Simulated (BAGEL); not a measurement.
# GaSiH7O (SMILES [SiH3][OH+][GaH3-]), step by step

Aim: a single-point energy (HF/def2-SV(P)), then a single-point energy (NEVPT2(2,2)/def2-SV(P)), then a single-point energy (CASPT2(2,2)/def2-SV(P)) of GaSiH7O. 

The results are computed with BAGEL 1.2.2.

2 further runs of the same task are left out: 2 set aside as unsound or not needed.

## Step 1: The system as given

GaSiH7O: 10 atoms, total charge 0, spin state singlet. SMILES: `[SiH3][OH+][GaH3-]`. The Si1–H4 distance was set to 3.415 Å, away from the relaxed value. At this shape a bond of the SMILES string is far longer than usual.

Bond lengths: Si1–O2 1.685 Å, O2–Ga3 2.176 Å, Si1–H5 1.480 Å, Si1–H6 1.475 Å, O2–H7 0.960 Å, Ga3–H8 1.571 Å, Ga3–H9 1.583 Å, Ga3–H10 1.578 Å. Some angles: Si1–O2–Ga3 118.1°, Si1–O2–H7 117.7°, Ga3–O2–H7 112.1°, O2–Si1–H5 110.5°, O2–Si1–H6 105.9°, O2–Ga3–H8 100.1°, O2–Ga3–H9 92.2°, O2–Ga3–H10 95.6°, H5–Si1–H6 112.0°, H8–Ga3–H9 118.9°.

## Step 2: The energy at HF/def2-SV(P) (density fitting with svp-jkfit) (run 1)

job.json reads:

```json
{ "bagel" : [

{
  "title" : "molecule",
  "basis" : "def2-sv_p_.json",
  "df_basis" : "svp-jkfit",
  "angstrom" : true,
  "geometry" : [
    { "atom" : "Si", "xyz" : [    1.182411,    0.602230,   -0.319896 ] },
    { "atom" : "O", "xyz" : [    0.894911,   -0.311570,    1.066904 ] },
    { "atom" : "Ga", "xyz" : [    2.549211,   -0.628870,    2.444604 ] },
    { "atom" : "H", "xyz" : [   -1.767100,    0.740000,   -2.035000 ] },
    { "atom" : "H", "xyz" : [    2.223111,   -0.037170,   -1.155496 ] },
    { "atom" : "H", "xyz" : [    1.597511,    1.935330,    0.154904 ] },
    { "atom" : "H", "xyz" : [    0.343211,   -1.092670,    0.979504 ] },
    { "atom" : "H", "xyz" : [    1.973711,    0.068730,    3.729704 ] },
    { "atom" : "H", "xyz" : [    3.552711,    0.175630,    1.522004 ] },
    { "atom" : "H", "xyz" : [    2.537411,   -2.203470,    2.340304 ] }
  ]
},
{
  "title" : "hf"
},
{
  "title" : "print",
  "file" : "orbitals.molden",
  "orbitals" : true
}

]}
```

The basis set def2-SV(P) is read from a file made from the Basis Set Exchange's data (not shown).

Launch:

```
$ BAGEL_NUM_THREADS=1 BAGEL job.json > job.out
```

Output:

```text
* using 1 threads per process

  ===============================================================
  ===============================================================

  *** Geometry ***

  { "atom" : "Si", "xyz" : [      2.234433,      1.138050,     -0.604516 ] },
  { "atom" : "O", "xyz" : [      1.691137,     -0.588782,      2.016156 ] },
  { "atom" : "Ga", "xyz" : [      4.817311,     -1.188392,      4.619632 ] },
  { "atom" : "H", "xyz" : [     -3.339335,      1.398397,     -3.845593 ] },
  { "atom" : "H", "xyz" : [      4.201071,     -0.070241,     -2.183571 ] },
  { "atom" : "H", "xyz" : [      3.018858,      3.657244,      0.292726 ] },
  { "atom" : "H", "xyz" : [      0.648575,     -2.064847,      1.850994 ] },
  { "atom" : "H", "xyz" : [      3.729773,      0.129881,      7.048119 ] },
  { "atom" : "H", "xyz" : [      6.713651,      0.331893,      2.876171 ] },
  { "atom" : "H", "xyz" : [      4.795012,     -4.163955,      4.422534 ] },

  Number of auxiliary basis functions:      597

  Since a DF basis is specified, we compute 2- and 3-index integrals:
    o Being stored without compression. Storage requirement is 0.029 GB

  Number of basis functions:       78
  Number of electrons      :       60

    * METHOD: MOLECULE                             0.40

  *** RHF ***

  === Nuclear Repulsion ===
   251.3529528868

      * DIIS with orbital gradients will be used.

  === RHF iteration (def2-sv_p_.json) ===
      0      -2290.31525245          0.01678065           0.14
      1      -2290.43832433          0.01125700           0.13
      2      -2290.50000663          0.00119364           0.14
      3      -2290.50130117          0.00017629           0.14
      4      -2290.50133413          0.00007411           0.14
      5      -2290.50133909          0.00001937           0.14
      6      -2290.50133954          0.00000372           0.14
      7      -2290.50133956          0.00000104           0.14
      8      -2290.50133956          0.00000047           0.14
      9      -2290.50133956          0.00000012           0.14
     10      -2290.50133956          0.00000004           0.13
     11      -2290.50133956          0.00000001           0.14
     12      -2290.50133956          0.00000000           0.14
    * SCF iteration converged.

    * Permanent dipole moment:
           (   -0.297481,     0.156658,     0.315313) a.u.

    * METHOD: HF                                   2.10

    * METHOD: PRINT                                0.02

  ===============================================================
```

Run time: 2.7 s. Hardware: 1 thread of Arm Neoverse V1, shared host; peak memory 0.14 GiB.

## Step 3: The energy at NEVPT2(2,2)/def2-SV(P) (density fitting with svp-jkfit) (run 2)

calc.json reads:

```json
{ "bagel" : [

{
  "title" : "molecule",
  "basis" : "def2-sv_p_.json",
  "df_basis" : "svp-jkfit",
  "angstrom" : true,
  "geometry" : [
    { "atom" : "Si", "xyz" : [       1.182411,       0.602230,      -0.319896 ] },
    { "atom" : "O", "xyz" : [       0.894911,      -0.311570,       1.066904 ] },
    { "atom" : "Ga", "xyz" : [       2.549211,      -0.628870,       2.444604 ] },
    { "atom" : "H", "xyz" : [      -1.767100,       0.740000,      -2.035000 ] },
    { "atom" : "H", "xyz" : [       2.223111,      -0.037170,      -1.155496 ] },
    { "atom" : "H", "xyz" : [       1.597511,       1.935330,       0.154904 ] },
    { "atom" : "H", "xyz" : [       0.343211,      -1.092670,       0.979504 ] },
    { "atom" : "H", "xyz" : [       1.973711,       0.068730,       3.729704 ] },
    { "atom" : "H", "xyz" : [       3.552711,       0.175630,       1.522004 ] },
    { "atom" : "H", "xyz" : [       2.537411,      -2.203470,       2.340304 ] }
  ]
},

{
  "title" : "hf"
},

{
  "title" : "nevpt2",
  "nstate" : 1,
  "nact" : 2,
  "nclosed" : 29,
  "active" : [30, 31],
  "maxiter" : 200,
  "natocc" : true,
  "ncore" : 15
},

{
  "title" : "print",
  "file" : "orbitals.molden",
  "orbitals" : true
}

]}
```

The basis set def2-SV(P) is read from a file made from the Basis Set Exchange's data (not shown).

Launch:

```
$ BAGEL_NUM_THREADS=1 BAGEL calc.json > calc.out
```

Output:

```text
* using 1 threads per process

  ===============================================================
  ===============================================================

  *** Geometry ***

  { "atom" : "Si", "xyz" : [      2.234433,      1.138050,     -0.604516 ] },
  { "atom" : "O", "xyz" : [      1.691137,     -0.588782,      2.016156 ] },
  { "atom" : "Ga", "xyz" : [      4.817311,     -1.188392,      4.619632 ] },
  { "atom" : "H", "xyz" : [     -3.339335,      1.398397,     -3.845593 ] },
  { "atom" : "H", "xyz" : [      4.201071,     -0.070241,     -2.183571 ] },
  { "atom" : "H", "xyz" : [      3.018858,      3.657244,      0.292726 ] },
  { "atom" : "H", "xyz" : [      0.648575,     -2.064847,      1.850994 ] },
  { "atom" : "H", "xyz" : [      3.729773,      0.129881,      7.048119 ] },
  { "atom" : "H", "xyz" : [      6.713651,      0.331893,      2.876171 ] },
  { "atom" : "H", "xyz" : [      4.795012,     -4.163955,      4.422534 ] },

  Number of auxiliary basis functions:      597

  Since a DF basis is specified, we compute 2- and 3-index integrals:
    o Being stored without compression. Storage requirement is 0.029 GB

  Number of basis functions:       78
  Number of electrons      :       60

    * METHOD: MOLECULE                             0.40

  *** RHF ***

  === Nuclear Repulsion ===
   251.3529528868

      * DIIS with orbital gradients will be used.

  === RHF iteration (def2-sv_p_.json) ===
      0      -2290.31525245          0.01678065           0.14
      1      -2290.43832433          0.01125700           0.14
      2      -2290.50000663          0.00119364           0.14
      3      -2290.50130117          0.00017629           0.13
      4      -2290.50133413          0.00007411           0.13
      5      -2290.50133909          0.00001937           0.14
      6      -2290.50133954          0.00000372           0.13
      7      -2290.50133956          0.00000104           0.13
      8      -2290.50133956          0.00000047           0.13
      9      -2290.50133956          0.00000012           0.13
     10      -2290.50133956          0.00000004           0.13
     11      -2290.50133956          0.00000001           0.13
     12      -2290.50133956          0.00000000           0.13
    * SCF iteration converged.

    * Permanent dipole moment:
           (   -0.297481,     0.156658,     0.315313) a.u.

    * METHOD: HF                                   2.07

    * freezing 15 orbitals
  ---------------------------
      CASSCF calculation
  ---------------------------

    ==== Active orbitals : =====
         Orbital 30
         Orbital 31
    ============================

    * nstate   :      1
    * nclosed  :     29
    * nact     :      2
    * nvirt    :     47
  === CASSCF iteration (def2-sv_p_.json) ===

    * Using the second-order algorithm

      0  0     -2290.57426609     5.69e-03      0.04

      1  0     -2290.59629887     5.49e-04      0.69

      2  0     -2290.59647864     1.36e-04      0.66

      3  0     -2290.59648807     3.47e-05      0.64

      4  0     -2290.59648868     8.81e-06      0.64

      5  0     -2290.59648872     2.24e-06      0.64

      6  0     -2290.59648872     5.68e-07      0.61

      7  0     -2290.59648872     1.44e-07      0.60

      8  0     -2290.59648872     3.66e-08      0.55

      9  0     -2290.59648872     9.28e-09      0.54

    * Second-order optimization converged. *

     guess   0:   closed 1.                   open ..

  === FCI iteration ===

      0  0     -2290.48510667     8.51e-02      0.00
      1  0     -2290.59299051     1.70e-02      0.00
      2  0 *   -2290.59648872     4.61e-16      0.00

     * ci vector, state   0, <S^2> = 0.0000
       2.     0.8345618700
       .2    -0.5509142267

  === DF-NEVPT2 calculation ===

    * 3-index integral transformation done
    * assembly done

      NEVPT2 correlation energy:   -0.4610735995      0.15

          (+0)     -0.4372963443
          (+0)'    -0.0024890954
          (+1)     -0.0072977307
          (+1)'    -0.0000000000
          (+2)     -0.0000679068
          (-1)     -0.0138238047
          (-1)'     0.0000000000
          (-2)     -0.0000987176

      NEVPT2 total energy:       -2291.0575623183

    * METHOD: NEVPT2                               6.28

    * METHOD: PRINT                                0.02

  ===============================================================
```

It took 9 s on 1 thread of Arm Neoverse V1, shared host; peak memory 0.14 GiB.

## Step 4: The energy at CASPT2(2,2)/def2-SV(P) (density fitting with svp-jkfit) (run 3)

calc.json reads:

```json
{ "bagel" : [

{
  "title" : "molecule",
  "basis" : "def2-sv_p_.json",
  "df_basis" : "svp-jkfit",
  "angstrom" : true,
  "geometry" : [
    { "atom" : "Si", "xyz" : [    1.182411,    0.602230,   -0.319896 ] },
    { "atom" : "O", "xyz" : [    0.894911,   -0.311570,    1.066904 ] },
    { "atom" : "Ga", "xyz" : [    2.549211,   -0.628870,    2.444604 ] },
    { "atom" : "H", "xyz" : [   -1.767100,    0.740000,   -2.035000 ] },
    { "atom" : "H", "xyz" : [    2.223111,   -0.037170,   -1.155496 ] },
    { "atom" : "H", "xyz" : [    1.597511,    1.935330,    0.154904 ] },
    { "atom" : "H", "xyz" : [    0.343211,   -1.092670,    0.979504 ] },
    { "atom" : "H", "xyz" : [    1.973711,    0.068730,    3.729704 ] },
    { "atom" : "H", "xyz" : [    3.552711,    0.175630,    1.522004 ] },
    { "atom" : "H", "xyz" : [    2.537411,   -2.203470,    2.340304 ] }
  ]
},
{
  "title" : "hf"
},
{
  "title" : "casscf",
  "nstate" : 1,
  "nact" : 2,
  "nclosed" : 29,
  "active" : [30, 31],
  "maxiter" : 200,
  "natocc" : true
},
{
  "title" : "print",
  "file" : "orbitals.molden",
  "orbitals" : true
},
{
  "title" : "smith",
  "method" : "caspt2",
  "ms" : true,
  "xms" : true,
  "sssr" : true,
  "shift" : 0.2,
  "shift_imag" : true,
  "ncore" : 15
}

]}
```

The basis set def2-SV(P) is read from a file made from the Basis Set Exchange's data (not shown).

Launch:

```
$ BAGEL_NUM_THREADS=1 BAGEL calc.json > calc.out
```

Output:

```text
* using 1 threads per process

  ===============================================================
  ===============================================================

  *** Geometry ***

  { "atom" : "Si", "xyz" : [      2.234433,      1.138050,     -0.604516 ] },
  { "atom" : "O", "xyz" : [      1.691137,     -0.588782,      2.016156 ] },
  { "atom" : "Ga", "xyz" : [      4.817311,     -1.188392,      4.619632 ] },
  { "atom" : "H", "xyz" : [     -3.339335,      1.398397,     -3.845593 ] },
  { "atom" : "H", "xyz" : [      4.201071,     -0.070241,     -2.183571 ] },
  { "atom" : "H", "xyz" : [      3.018858,      3.657244,      0.292726 ] },
  { "atom" : "H", "xyz" : [      0.648575,     -2.064847,      1.850994 ] },
  { "atom" : "H", "xyz" : [      3.729773,      0.129881,      7.048119 ] },
  { "atom" : "H", "xyz" : [      6.713651,      0.331893,      2.876171 ] },
  { "atom" : "H", "xyz" : [      4.795012,     -4.163955,      4.422534 ] },

  Number of auxiliary basis functions:      597

  Since a DF basis is specified, we compute 2- and 3-index integrals:
    o Being stored without compression. Storage requirement is 0.029 GB

  Number of basis functions:       78
  Number of electrons      :       60

    * METHOD: MOLECULE                             0.40

  *** RHF ***

  === Nuclear Repulsion ===
   251.3529528868

      * DIIS with orbital gradients will be used.

  === RHF iteration (def2-sv_p_.json) ===
      0      -2290.31525245          0.01678065           0.14
      1      -2290.43832433          0.01125700           0.14
      2      -2290.50000663          0.00119364           0.13
      3      -2290.50130117          0.00017629           0.14
      4      -2290.50133413          0.00007411           0.13
      5      -2290.50133909          0.00001937           0.14
      6      -2290.50133954          0.00000372           0.14
      7      -2290.50133956          0.00000104           0.14
      8      -2290.50133956          0.00000047           0.13
      9      -2290.50133956          0.00000012           0.13
     10      -2290.50133956          0.00000004           0.13
     11      -2290.50133956          0.00000001           0.14
     12      -2290.50133956          0.00000000           0.13
    * SCF iteration converged.

    * Permanent dipole moment:
           (   -0.297481,     0.156658,     0.315313) a.u.

    * METHOD: HF                                   2.10

  ---------------------------
      CASSCF calculation
  ---------------------------

    ==== Active orbitals : =====
         Orbital 30
         Orbital 31
    ============================

    * nstate   :      1
    * nclosed  :     29
    * nact     :      2
    * nvirt    :     47
  === CASSCF iteration (def2-sv_p_.json) ===

    * Using the second-order algorithm

      0  0     -2290.57426609     5.69e-03      0.04

      1  0     -2290.59629887     5.49e-04      0.68

      2  0     -2290.59647864     1.36e-04      0.67

      3  0     -2290.59648807     3.47e-05      0.65

      4  0     -2290.59648868     8.81e-06      0.63

      5  0     -2290.59648872     2.24e-06      0.64

      6  0     -2290.59648872     5.68e-07      0.63

      7  0     -2290.59648872     1.44e-07      0.61

      8  0     -2290.59648872     3.66e-08      0.56

      9  0     -2290.59648872     9.28e-09      0.54

    * Second-order optimization converged. *

     guess   0:   closed 1.                   open ..

  === FCI iteration ===

      0  0     -2290.48510667     8.51e-02      0.00
      1  0     -2290.59299051     1.70e-02      0.00
      2  0 *   -2290.59648872     4.61e-16      0.00

     * ci vector, state   0, <S^2> = 0.0000
       2.     0.8345618700
       .2    -0.5509142267

    * METHOD: CASSCF                               5.96

    * METHOD: PRINT                                0.02

  === SMITH program ===

    * freezing 15 orbitals

    * Approximate memory requirement for SMITH calulation per MPI process:
      o Storage requirement for T-amplitude, lambda, and residual is 0.02 GB
      o Storage requirement for MO integrals is 0.00 GB
    * Calculating and saving rdm4f

    * Zeroth order energy : state  0       -0.4104386240

    * CASPT2 iteration is performed using orthogonal basis

      -------------------------------------------  CASPT2 iteration  ---------------------------------------------------
       #      aibj      arbs      arbi      airj      risj      airs      arst      rist         Etot      error   time
      ------------------------------------------------------------------------------------------------------------------

       0  -0.43565  -0.00014  -0.01502  -0.00809  -0.00012  -0.00254  -0.00000   0.00000   -0.4615613  0.0002874   0.08
       1  -0.43566  -0.00014  -0.01503  -0.00809  -0.00012  -0.00257   0.00000  -0.00000   -0.4616153  0.0000328   0.07
       2  -0.43566  -0.00014  -0.01503  -0.00809  -0.00012  -0.00257  -0.00000  -0.00000   -0.4616160  0.0000033   0.07
       3  -0.43566  -0.00014  -0.01503  -0.00809  -0.00012  -0.00257  -0.00000  -0.00000   -0.4616160  0.0000004   0.07

      ------------------------------------------------------------------------------------------------------------------

    * CASPT2 energy : state  0    -2291.0602680684
        w/o shift correction      -2291.0581046902
        reference weight              0.8796789976

    * METHOD: SMITH                                0.60

  ===============================================================
```

Run time: 9.3 s. Hardware: 1 thread of Arm Neoverse V1, shared host; peak memory 0.16 GiB.

## Step 5: Outcome

| quantity | value |
| --- | --- |
| run 1, HF/def2-SV(P): total energy | -2290.50134 Eh |
| run 1, HF/def2-SV(P): dipole moment | 1.17 D |
| run 1, HF/def2-SV(P): HOMO energy | -8.30 eV |
| run 1, HF/def2-SV(P): LUMO energy | -1.56 eV |
| run 1, HF/def2-SV(P): HOMO–LUMO gap | 6.74 eV |
| run 2, NEVPT2(2,2)/def2-SV(P): total energy | -2291.05756 Eh |
| run 3, CASPT2(2,2)/def2-SV(P): total energy | -2291.06027 Eh |
